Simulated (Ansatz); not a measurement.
**Cu: stress in a strained cell**

Aim: deform Cu (zz strain of +1 %) and compute stress, forces and field gradients with LAPW, PAW and all-electron datasets made for the crystal.

Computed with Ansatz 0.2.0 (DFT PBEsol, scalar-relativistic, unless a step's input says otherwise).

### 1 The system as given

The structure is cubic, space group Fm-3m (No. 225). The conventional cell has a = 3.615 Å, b = 3.615 Å, c = 3.615 Å, α = 90.00°, β = 90.00°, γ = 90.00°. Cu (site symmetry m-3m) is surrounded by 12 Cu at 2.56 Å.

Structure file:

```cif
data_structure
_symmetry_space_group_name_H-M 'Fm-3m'
_symmetry_Int_Tables_number 225
_cell_length_a 3.6150
_cell_length_b 3.6150
_cell_length_c 3.6150
_cell_angle_alpha 90.000
_cell_angle_beta 90.000
_cell_angle_gamma 90.000
_cell_volume 47.24
loop_
_atom_site_label
_atom_site_type_symbol
_atom_site_symmetry_multiplicity
_atom_site_Wyckoff_symbol
_atom_site_fract_x
_atom_site_fract_y
_atom_site_fract_z
_atom_site_occupancy
Cu1 Cu 4 a 0.00000 0.00000 0.00000 1
```

The file gives the conventional cell by its symmetry; the runs use the cell typed in the input.

### 2 The deformed structure

Space group Fm-3m before, I4/mmm after.

### 3 LAPW, all electrons

Input file input.yaml:

```yaml
crystal:
  lattice:
    - [0.0, 1.8075, 1.825575]
    - [1.8075, 0.0, 1.825575]
    - [1.8075, 1.8075, 0.0]
  atoms:
    - { symbol: Cu, position: [0.0, 0.0, 0.0] }
kpoints:
  mp_grid: { grid: [19, 19, 19] }
  band_path:
    path:
      - [0.0, 0.0, 0.0]
      - [0.0, 0.5, 0.5]
      - [0.25, 0.75, 0.5]
      - [0.0, 0.5, 0.0]
      - [0.0, 0.0, 0.0]
      - [0.5, 0.5, 0.0]
      - [0.3725370062, 0.6274629938, 0.0]
      - [-0.3725370062, 0.3725370062, 0.0]
      - [0.0, 0.0, 0.0]
    npoints: 5
scf:
  occupations: { method: fermi_dirac, width: 0.08 }
hamiltonian:
  xc: pbesol
  pseudopotentials: { kind: all_electron, lapw: { basis_error: 0.00025 } }
output:
  forces: true
  stress: true
  eigenvalues: true
```

Run with:

```
$ ansatz run input.yaml --threads 1 --pin off --max-ram 3072MiB --backend cpu --events-out ev --progress --plain --runs-dir out
```

### 4 PAW on the default files

Input file input.yaml:

```yaml
crystal:
  lattice:
    - [0.0, 1.8075, 1.825575]
    - [1.8075, 0.0, 1.825575]
    - [1.8075, 1.8075, 0.0]
  atoms:
    - { symbol: Cu, position: [0.0, 0.0, 0.0] }
kpoints:
  mp_grid: { grid: [19, 19, 19] }
scf:
  occupations: { method: fermi_dirac, width: 0.08 }
hamiltonian:
  xc: pbesol
  pseudopotentials: { kind: paw }
output:
  forces: true
  stress: true
  eigenvalues: true
  efg: { contact_densities: true }
```

### 5 All-electron PAW on datasets made for the crystal

input.yaml: that of step 4 with these lines changed.

```diff
@@ -13,3 +13,3 @@
   xc: pbesol
-  pseudopotentials: { kind: paw }
+  pseudopotentials: { kind: all_electron, datasets: crystal }
 output:
```

(Steps that only read results are left out.)

**Question.** What will these runs give? Wanted: pressure; largest shear or deviatoric stress.

**Answer**, as computed:

| quantity | value |
| --- | --- |
| pressure | LAPW -7.84, PAW -7.84, crystal datasets -7.84 GPa |
| largest shear or deviatoric stress (LAPW) | 0.31 GPa |

The largest part of the stress beyond the pressure is 0.31 GPa in size, in the zz component. No run of the undeformed cell stands beside it, so the pressure holds what the given cell had before the change. PAW: stress within 0.01 GPa of LAPW. Crystal datasets: stress within 0.01 GPa of LAPW.
